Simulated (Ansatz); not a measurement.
Run this with Ansatz's Python interface and show what comes out.

Script `vcrelax_al.py`:
```python
# -*- coding: utf-8 -*-
"""Variable-cell relaxation of Al."""

import logging
import sys

import ansatz
from ase import Atoms
from ase.data import atomic_numbers
from ase.io import write
import numpy as np
import spglib

logging.basicConfig(stream=sys.stdout, format="%(name)s: %(message)s")
log = logging.getLogger("ansatz_job")
log.setLevel(logging.INFO)

def edges_and_angles(cell):
    cell = np.asarray(cell)
    a, b, c = np.linalg.norm(cell, axis=1)
    cosines = cell[1] @ cell[2] / (b * c), cell[0] @ cell[2] / (a * c), cell[0] @ cell[1] / (a * b)
    return (a, b, c, *np.degrees(np.arccos(cosines)))

system = (
    ansatz.Lattice.bcc(3.18243738)
    .space_group(229)
    .atom("Al", (0.0, 0.0, 0.0))
    .primitive()
)

# part of the cell is held
setup = (
    system.calculation()
    .occupations(ansatz.OccupationsMethod.FERMI_DIRAC, width=0.05)
    .kpoints(8)
    .basis(380)  # cutoff of the orbital basis
    .functional("pbesol")
    .relax(force_tolerance=0.01, max_steps=60, density_extrapolation="none", fix_cell=["c", "angles"], stress_tolerance=0.05)
)
steps = []


def collect(event):
    if event["event"] == "relax_step":
        steps.append(event["data"])


outcome = setup.session().plan().execute(on_event=collect)
report = outcome.report
for s in steps:
    flag = "" if s["accepted"] else "  (rejected)"
    log.info("step %2d  E = %.5f eV  largest force component = %.4f eV/A%s" % (s["step"], s["lagrangian_ev"], s["allowed_force_max_ev_ang"], flag))

first, last = steps[0], steps[-1]
symbols = [site.symbol for site in outcome.lattice.sites]
log.info(f"energy gained {first['lagrangian_ev'] - last['lagrangian_ev']:.4f} eV in {len(steps) - 1} steps")
for label, vectors in (("before", first["cell_ang"]), ("after", outcome.lattice.cell_ang)):
    print(label, "a b c (A) {:.4f} {:.4f} {:.4f}  angles {:.2f} {:.2f} {:.2f}".format(*edges_and_angles(vectors)), f" V = {abs(np.linalg.det(vectors)):.3f} A^3")
print("final stress xx yy zz (GPa, compression positive):", np.round(np.diag(report["stress_gpa"]), 3) + 0.0)

change = np.array(last["positions_ang"]) @ np.linalg.inv(last["cell_ang"]) - np.array(first["positions_ang"]) @ np.linalg.inv(first["cell_ang"])
moved = np.linalg.norm(change @ np.array(last["cell_ang"]), axis=1)
print("displacement within the cell, strain taken out (A):", " ".join(f"{s}:{d:.3f}" for s, d in zip(symbols, moved)))

fractions = [site.position_frac for site in outcome.lattice.sites]
numbers = [atomic_numbers[s] for s in symbols]
for tolerance in (1e-3, 1e-2, 1e-1):
    print(f"space group at {tolerance} A:", spglib.get_spacegroup((outcome.lattice.cell_ang, fractions, numbers), symprec=tolerance))

log.info("relaxed fractional positions")
for site in outcome.lattice.sites:
    print(f"  {site.symbol:2s}", " ".join(f"{v % 1:8.5f}" for v in np.round(site.position_frac, 5)))

relaxed = Atoms(symbols, positions=[site.position_ang for site in outcome.lattice.sites], cell=outcome.lattice.cell_ang, pbc=True)
write("relaxed.vasp", relaxed, format="vasp")

n_atoms = len(report["lattice"]["sites"])
print("F =", round(report["free_energy_ev"], 4), "eV for", n_atoms, "atoms")
print("E(sigma -> 0) =", round(report["energy_sigma0_ev"], 4), "eV, TS =", round(report["entropy_ts_ev"], 5), "eV")
print("closed by", report["closed_by"], "after", report["n_iterations"], "iterations")
```

`python vcrelax_al.py` gives:
```text
DeckWarning: basis.ecutwfc = 380 eV is below the records' recommended 420 eV, and the density's cutoff is lower with it unless basis.ecutrho_ratio is high enough to keep the records' density cutoff: compare with a run at a higher cutoff
DeckWarning: crystal.symmetry: narrowed to the stabiliser of the fixed cell quantities (relax.cell.fix) — unitary ops 48 → 16. The narrowing is safe, since a smaller group never makes results wrong: [...]
ansatz_job: step  1  E = -524.40889 eV  largest force component = 0.0000 eV/A
ansatz_job: step  2  E = -524.41265 eV  largest force component = 0.0000 eV/A
ansatz_job: step  3  E = -524.41268 eV  largest force component = 0.0000 eV/A
ansatz_job: step  4  E = -524.41269 eV  largest force component = 0.0000 eV/A
ansatz_job: step  5  E = -524.41355 eV  largest force component = 0.0000 eV/A
ansatz_job: step  6  E = -524.41354 eV  largest force component = 0.0000 eV/A
ansatz_job: step  7  E = -524.41355 eV  largest force component = 0.0000 eV/A
ansatz_job: energy gained 0.0047 eV in 6 steps
before a b c (A) 2.7561 2.7561 2.7561  angles 109.47 109.47 109.47  V = 16.116 A^3
after a b c (A) 2.7876 2.7876 2.7876  angles 109.02 109.02 110.39  V = 16.673 A^3
final stress xx yy zz (GPa, compression positive): [ 0.001  0.001 -0.43 ]
displacement within the cell, strain taken out (A): Al:0.000
space group at 0.001 A: I4/mmm (139)
space group at 0.01 A: I4/mmm (139)
space group at 0.1 A: Im-3m (229)
ansatz_job: relaxed fractional positions
  Al  0.00000  0.00000  0.00000
F = -524.4136 eV for 1 atoms
E(sigma -> 0) = -524.4102 eV, TS = 0.00669 eV
closed by deck_thresholds after 3 iterations
```
(Warnings from the package without file and line, shortened.)

`relaxed.vasp`, as written:
```text
Al
 1.0000000000000000
    -1.6184785676758986    1.6184785676758986    1.5912186899999998
     1.6184785676758986   -1.6184785676758986    1.5912186899999998
     1.6184785676758986    1.6184785676758986   -1.5912186899999998
 Al
   1
Cartesian
  0.0000000000000000  0.0000000000000000  0.0000000000000000
```

Notes:
- The settings weren't tested for convergence.
- The cutoff lies under the one recommended for these potentials.
- Under the recommended cutoff a pressure can be off by several GPa, even in sign.
- Part of the cell is held or a pressure is applied, so the end point needn't be the zero-pressure lattice.
- For a metal this k-point mesh is coarse: on a finer one energies can move by several to tens of meV an atom and pressures by half a GPa or more, differences at one mesh by less.
- Energies along a relaxation are free energies. Rows at an unchanged volume are solved on a plane-wave basis chosen afresh for that cell, so the energy jumps there and such rows are no steps of the walk.
- Edges and angles are those of the cell as typed, here a primitive one, not of the conventional cell.
- The cell relaxed to the group I4/mmm; tensors and edges are in the axes of the typed cell.
- This isn't the structure that Al takes at ambient conditions.
- The whole script took 3.6 s on 1 thread of Arm Neoverse V1, with other jobs on the host, peak memory 0.37 GiB.
